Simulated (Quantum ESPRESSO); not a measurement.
A calculation with Quantum ESPRESSO 7.5 of HfIn4SiO6 (ASE script, structure typed inline):

The input run.py:

```python
import numpy as np
from ase.calculators.espresso import Espresso, EspressoProfile
from ase import Atoms

atoms = Atoms(['Hf', 'In', 'In', 'In', 'In', 'Si', 'O', 'O', 'O', 'O', 'O', 'O'],
              cell=[[5.69867, 0.00381, 0.01559], [-0.70506, 6.10815, -0.00575], [-2.73718, -1.39557, 6.63076]],
              scaled_positions=[[0.11793, 0.01556, 0.13292], [0.38842, 0.99901, 0.72891], [0.75865, 0.00842, 0.49586], [0.23461, 0.48841, 0.533], [0.59649, 0.48211, 0.20528], [0.86778, 0.44029, 0.85544], [0.55316, 0.38738, 0.7929], [0.93454, 0.38483, 0.65596], [0.98414, 0.26218, 0.00347], [0.99083, 0.69806, 0.98452], [0.08665, 0.06493, 0.39374], [0.4868, 0.10883, 0.21799]],
              pbc=True)

input_data = {
    'control': {'calculation': 'scf', 'prefix': 'pwscf', 'outdir': './tmp', 'tprnfor': True, 'tstress': True, 'disk_io': 'nowf'},
    'system': {'ecutwfc': 60.0, 'ecutrho': 440.0, 'nbnd': 67, 'occupations': 'smearing', 'smearing': 'fd', 'degauss': 0.00367493},
    'electrons': {'conv_thr': 2.4e-09, 'electron_maxstep': 120, 'mixing_beta': 0.5},
}
pseudopotentials = {'O': 'O.pbe-n-kjpaw_psl.0.1.UPF', 'In': 'In.pbe-dn-rrkjus_psl.0.2.2.UPF', 'Si': 'Si.pbe-n-rrkjus_psl.1.0.0.UPF', 'Hf': 'Hf-sp.oncvpsp.upf'}
profile = EspressoProfile(command='mpirun -n 4 pw.x -nk 2', pseudo_dir='pseudo')
dft = Espresso(profile=profile, input_data=input_data, pseudopotentials=pseudopotentials, kpts=(5, 5, 4), koffset=(0, 0, 0))
atoms.calc = dft

print(f'energy {atoms.get_potential_energy():.8f} eV')
print('forces (eV/A)')
print(np.round(atoms.get_forces(), 6))
print('stress (eV/A^3, Voigt)')
print(np.round(atoms.get_stress(), 8))
print(f'Fermi level {dft.get_fermi_level():.4f} eV')
```

Potentials or basis: SSSP 1.3 efficiency PBE.

Command:

```bash
$ OMP_NUM_THREADS=1 python run.py
```

The cell was built by a generator and needn't be a form met in nature.

**Question.** Write the same calculation in another form: native input, structure typed inline.

**Answer.** As run:

Contents of pw.in:

```
&CONTROL
  calculation = 'scf'
  prefix = 'pwscf'
  outdir = './tmp'
  pseudo_dir = './pseudo'
  tprnfor = .true.
  tstress = .true.
  disk_io = 'low'
/
&SYSTEM
  ibrav = 0
  celldm(1) = 8
  nat = 12
  ntyp = 4
  ecutwfc = 60
  ecutrho = 440
  nbnd = 67
  occupations = 'smearing'
  smearing = 'fd'
  degauss = 0.00367493
/
&ELECTRONS
  conv_thr = 2.4d-09
  electron_maxstep = 120
  mixing_beta = 0.5
/
ATOMIC_SPECIES
Hf   178.4900 Hf-sp.oncvpsp.upf
In   114.8180 In.pbe-dn-rrkjus_psl.0.2.2.UPF
Si    28.0850 Si.pbe-n-rrkjus_psl.1.0.0.UPF
O     15.9990 O.pbe-n-kjpaw_psl.0.1.UPF
CELL_PARAMETERS alat
  1.3461156968276   0.0008999820669   0.0036826037854
 -0.1665462876786   1.4428413285166  -0.0013582406521
 -0.6465650692254  -0.3296556359680   1.5662900497654
ATOMIC_POSITIONS crystal
Hf     0.1179300000    0.0155600000    0.1329200000
In     0.3884200000    0.9990100000    0.7289100000
In     0.7586500000    0.0084200000    0.4958600000
In     0.2346100000    0.4884100000    0.5330000000
In     0.5964900000    0.4821100000    0.2052800000
Si     0.8677800000    0.4402900000    0.8554400000
O      0.5531600000    0.3873800000    0.7929000000
O      0.9345400000    0.3848300000    0.6559600000
O      0.9841400000    0.2621800000    0.0034700000
O      0.9908300000    0.6980600000    0.9845200000
O      0.0866500000    0.0649300000    0.3937400000
O      0.4868000000    0.1088300000    0.2179900000
K_POINTS automatic
5 5 4 0 0 0
```

File pp_density.in:

```
&INPUTPP
  prefix = 'pwscf'
  outdir = './tmp'
  filplot = 'density.dat'
  plot_num = 0
/
&PLOT
  nfile = 1
  filepp(1) = 'density.dat'
  iflag = 3
  output_format = 6
  fileout = 'density.cube'
/
```

Contents of pp_potential.in:

```
&INPUTPP
  prefix = 'pwscf'
  outdir = './tmp'
  filplot = 'potential.dat'
  plot_num = 11
/
&PLOT
  nfile = 1
  filepp(1) = 'potential.dat'
  iflag = 3
  output_format = 6
  fileout = 'potential.cube'
/
```

Potentials or basis: SSSP 1.3 efficiency PBE.

The run is started by

```sh
$ OMP_NUM_THREADS=1 mpirun -n 4 pw.x -nk 2 -in pw.in > pw.out
$ OMP_NUM_THREADS=1 mpirun -n 1 pp.x -in pp_density.in > pp_density.out
$ OMP_NUM_THREADS=1 mpirun -n 1 pp.x -in pp_potential.in > pp_potential.out
```

Both were run:

|  | ASE script, structure typed inline | native input, structure typed inline |
| --- | --- | --- |
| Pressure | -0.3 GPa | -0.3 GPa |
| Largest force | 0.148 eV/Å | 0.148 eV/Å |
| Band gap on the k mesh | 0.88 eV, indirect (least direct gap 1.16 eV) | 0.88 eV, indirect (least direct gap 1.16 eV) |

Keys that steer only the numerical path or the files written may differ.

Caveat: spin-orbit coupling is left out, which moves the levels of the heavy elements; an odd mesh through Γ misses points on the zone boundary, where band edges often lie.
